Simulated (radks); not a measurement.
**The Coulomb parameter U of the 3d shell of Ni**

One table from this session's results is given with a row withheld; the runs are named, their logs left out.

The numbers are computed with radks (a radial shooting solver on a logarithmic mesh, Libxc functionals) version 1 (scalar-relativistic Kohn-Sham, LDA (Slater exchange, Perdew-Wang correlation), spin-unpolarised, spherical densities, finite nucleus), except any that are marked as measured or tabulated.

## Starting point

* element: nickel (Z = 28)
* charge: 0
* electrons: 28
* configuration: [Ar] 3d6.5 4s2 4p1.5
* nuclear rms radius: 3.7757 fm

Set-up of the first run:

Input:

```text
Z 28
configuration [Ar] 3d6.5 4s2 4p1.5
relativity scalar-relativistic
functional lda,pw
spin unpolarised
nucleus finite rms 3.7757 fm
c 137.035999084
```

Steps of the session up to this table: Start: [Ar] 3d6.5 4s2 4p1.5.

One of the session's tables, all rows but one given; the rest of the session is left out.

It belongs to the step «Start: [Ar] 3d6.5 4s2 4p1.5». Radial moments (bohr):

| level | <r> | outermost maximum (interpolated) | 90 % within | nodes |
| --- | --- | --- | --- | --- |
| 1s | 0.05418 | 0.0355 | 0.0968 | 0 |
| 2s | 0.2455 | 0.205 | 0.380 | 1 |
| 2p | 0.2156 | 0.165 | 0.353 | 0 |
| 3s | 0.7344 | 0.638 | 1.10 | 2 |
| 3p | 0.7668 | 0.643 | 1.18 | 1 |
| 3d | 0.8993 | 0.612 | 1.53 | 0 |
| 4s | ? | ? | ? | ? |
| 4p | 3.291 | 2.55 | 5.16 | 2 |

Q: Estimate the row for 4s from the others.

As computed: <r>: 2.439; outermost maximum (interpolated): 2.02; 90 % within: 3.69; nodes: 3. In the column «<r>» it lies between 3d (0.8993) and 4p (3.291).
